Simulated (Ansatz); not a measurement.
# HfO2: pulling the crystal apart

This session takes HfO2 and sets out to open the crystal across a (1 1 1) plane.

Method: DFT r2SCAN, scalar-relativistic, plane waves, PAW, in Ansatz 0.2.0.

3 further runs of the same task are left out: 3 set aside as unsound or not needed. Runs told in other sessions of the task aren't counted.

## Step 1: The structure to begin with

It takes space group Fm-3m (No. 225, cubic). Conventional cell: a = 5.058 Å, b = 5.058 Å, c = 5.058 Å, α = 90.00°, β = 90.00°, γ = 90.00°. Hf (site symmetry m-3m) is surrounded by 8 O at 2.19 Å. O (site symmetry -43m) is surrounded by 4 Hf at 2.19 Å.

Coordinates:

```
Hf O
1.0
     2.52916   -2.52916    0.00000
     2.52916    0.00000   -2.52916
     5.05832    5.05832    5.05832
Hf O
3 6
Direct
  0.00000 0.00000 0.00000
  0.33333 0.33333 0.66667
  0.66667 0.66667 0.33333
  0.66667 0.66667 0.58333
  0.00000 0.00000 0.25000
  0.33333 0.33333 0.91667
  0.66667 0.66667 0.08333
  0.00000 0.00000 0.75000
  0.33333 0.33333 0.41667
```

It is built from the cell relaxed beforehand with the same method (10.79 Å³/atom).

## Step 2: The reference: the undisturbed cell on the scan's mesh

Contents of input.yaml:

```yaml
crystal:
  lattice:
    - [2.5291609878, -2.5291609878, 0.0]
    - [2.5291609878, 0.0, -2.5291609878]
    - [5.0583219756, 5.0583219756, 5.0583219756]
  atoms:
    - { symbol: Hf, position: [0.0, 0.0, 0.0] }
    - { symbol: Hf, position: [0.3333333333, 0.3333333333, 0.6666666667] }
    - { symbol: Hf, position: [0.6666666667, 0.6666666667, 0.3333333333] }
    - { symbol: O, position: [0.6666666667, 0.6666666667, 0.5833333333] }
    - { symbol: O, position: [1.0, 0.0, 0.25] }
    - { symbol: O, position: [0.3333333333, 0.3333333333, 0.9166666667] }
    - { symbol: O, position: [0.6666666667, 0.6666666667, 0.0833333333] }
    - { symbol: O, position: [1.0, 0.0, 0.75] }
    - { symbol: O, position: [0.3333333333, 0.3333333333, 0.4166666667] }
basis:
  ecutwfc: 500
kpoints:
  mp_grid: { grid: [7, 7, 3] }
hamiltonian:
  xc: r2scan
scf:
  occupations: { method: gaussian, width: 0.05 }
output:
  forces: true
  stress: true
  eigenvalues: true
  write_density: true
  write_potential: true
  elf: true
  volumetric_format: npy
```

Command:

```console
$ ansatz run input.yaml --threads 2 --pin off --max-ram 5120MiB --backend cpu --events-out ev --progress --plain --runs-dir out
```

The session goes on with these runs: d = 1.00 Å; d = 3.00 Å; point d = 0.50 Å; d = 2.00 Å; d = 6.00 Å; point d = -0.30 Å; d = 0.25 Å; At d = 1.50 Å; d = 4.50 Å; At d = 0.75 Å; point d = -0.15 Å.

Q: Predict the outcome of this session. Wanted: largest traction sampled.

The runs gave:

```
                quantity                   value
    energy at d = 6.00 Å               2.30 J/m²
largest traction sampled  20.9 GPa at d = 0.25 Å
```

In words: The energy levels off at 2.30 J/m², the work to make two unrelaxed faces. The traction peaks at 20.9 GPa near 0.25 Å, an estimate of the ideal strength of rigid blocks on this coarse sampling. The gap on the mesh stays between 4.44 and 4.78 eV. These runs have no spin-orbit coupling; with Hf it would split and shift bands. Layers here are held mostly by dispersion, which this level lacks, so their spacing and the stiffness across them are unreliable there.
